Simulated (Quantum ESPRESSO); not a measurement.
# CsSnI3: equation of state with PBEsol

Crystal: CsSnI3.

```xyz
5
Lattice="6.2057 0.0000 0.0000 0.0000 6.2057 0.0000 0.0000 0.0000 6.2057" Properties=species:S:1:pos:R:3 pbc="T T T"
Cs    0.0000    0.0000    0.0000
I     3.1029    3.1029    0.0000
I     3.1029    0.0000    3.1029
I     0.0000    3.1029    3.1029
Sn    3.1029    3.1029    3.1029
```

- Program: Quantum ESPRESSO 7.5
- Task: equation of state
- Functional: PBEsol
- Potentials or basis: GBRV 1.5 PBEsol
- Cutoff: 925 eV
- Density cutoff: 7401 eV
- k mesh: 5 × 5 × 5
- Occupations: fermi-dirac, width 0.05 eV
- Spin: no spin polarisation

| Item | Value |
| --- | --- |
| Equilibrium volume | 45.80 Å³/atom |
| Bulk modulus | 18.2 GPa |
| Pressure derivative of the bulk modulus | 4.7 |

Energy against volume, from the lowest point:
```csv
volume (Å³/atom),energy (meV/atom)
44.929,0.95
45.885,0.00
46.841,1.29
47.797,4.56
48.753,9.61
49.709,16.23
50.665,24.24
```

All runs of the series together: 12 min on 2 threads of Arm Neoverse V1, with other jobs on the host.

Caveat: the cell was measured hot, at 500 K. The run has no spin-orbit coupling, so splittings on Cs, I are missing.
